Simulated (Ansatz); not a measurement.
# CH4BF3Si: how energies converge with the basis set

The task here is to estimate one member of a computed series from the others.

The runs use Ansatz 0.2.0, Gaussian basis; one geometry, several basis sets.

Levels to be run: PBE0-D4/def2-SVP; ωB97M-V/def2-SVP; PBE0-D4/def2-QZVPP; ωB97M-V/def2-QZVPP; CCSD(T)/cc-pV(D+d)Z; MP2/cc-pV(T+d)Z; the functionals' def2-TZVPP values are taken from earlier runs.

3 further runs of the same task are left out: 2 for a known fault of the program, 1 that didn't finish.

## The geometry

The geometry comes from an earlier relaxation with PBE0-D4 in a triple-zeta def2 set; it is a stationary point, not always the lowest conformer.

SMILES `CB[Si](F)(F)F`, 10 atoms, charge 0, spin multiplicity 1.

Atoms are counted from 1 here; the program's logs count them from 0.

Bond lengths: C1–B2 1.543 Å, C1–H7 1.091 Å, C1–H8 1.091 Å, C1–H9 1.108 Å, B2–Si3 2.009 Å, B2–H10 1.198 Å, Si3–F4 1.586 Å, Si3–F5 1.585 Å, Si3–F6 1.585 Å. Angles: B2–C1–H7 116.3°, B2–C1–H8 115.0°, B2–C1–H9 102.0°, H7–C1–H8 110.9°, H7–C1–H9 105.6°, H8–C1–H9 105.4°, C1–B2–Si3 122.8°, C1–B2–H10 120.1°, Si3–B2–H10 117.0°, B2–Si3–F4 113.5°, B2–Si3–F5 111.4°, B2–Si3–F6 111.9°, F4–Si3–F5 106.3°, F4–Si3–F6 106.2°, F5–Si3–F6 107.1°.

The first run:

The input, in.yaml:

```yaml
crystal:
  periodic: [false, false, false]
  atoms:
    - {symbol: C, position_ang: [0.276149, -1.433125, 0.615618]}
    - {symbol: B, position_ang: [0.731561, -0.041942, 0.127670]}
    - {symbol: Si, position_ang: [-0.529570, 1.289699, -0.693458]}
    - {symbol: F, position_ang: [-2.012335, 0.748499, -0.843081]}
    - {symbol: F, position_ang: [-0.060634, 1.709093, -2.148083]}
    - {symbol: F, position_ang: [-0.628305, 2.617249, 0.166504]}
    - {symbol: H, position_ang: [-0.627028, -1.835366, 0.154963]}
    - {symbol: H, position_ang: [1.062475, -2.188782, 0.655779]}
    - {symbol: H, position_ang: [0.007887, -1.230068, 1.670913]}
    - {symbol: H, position_ang: [1.862800, 0.313642, 0.296172]}
basis:
  gaussian: {orbitals: def2-SVP}
hamiltonian: {xc: pbe0, dispersion: d4}
output: {orbitals: {seedname: orbitals}}
```

Command:

```sh
> ansatz run in.yaml --threads 2 --pin off --events-out ev --progress --plain --max-ram 32768MiB --backend cpu
```

Among the steps run: PBE0-D4 in def2-SVP; ωB97M-V in def2-SVP; PBE0-D4 in def2-QZVPP; ωB97M-V in def2-QZVPP.

One of the session's tables, all rows but one given; the rest of the session is left out.

It belongs to the step «Density functionals: the series». 

```
functional       basis  HOMO (eV)  LUMO (eV)
   PBE0-D4    def2-SVP      -8.83      -2.47
   PBE0-D4  def2-TZVPP      -8.90      -2.53
   PBE0-D4  def2-QZVPP          ?          ?
   ωB97M-V    def2-SVP     -11.01      -0.39
   ωB97M-V  def2-TZVPP     -11.10      -0.52
   ωB97M-V  def2-QZVPP     -11.13      -0.56
```

Estimate the missing values for PBE0-D4, def2-QZVPP.

The run gave: HOMO (eV): -8.92; LUMO (eV): -2.55. In the column «HOMO (eV)» it lies between ωB97M-V, def2-SVP (-11.01) and PBE0-D4, def2-TZVPP (-8.90).
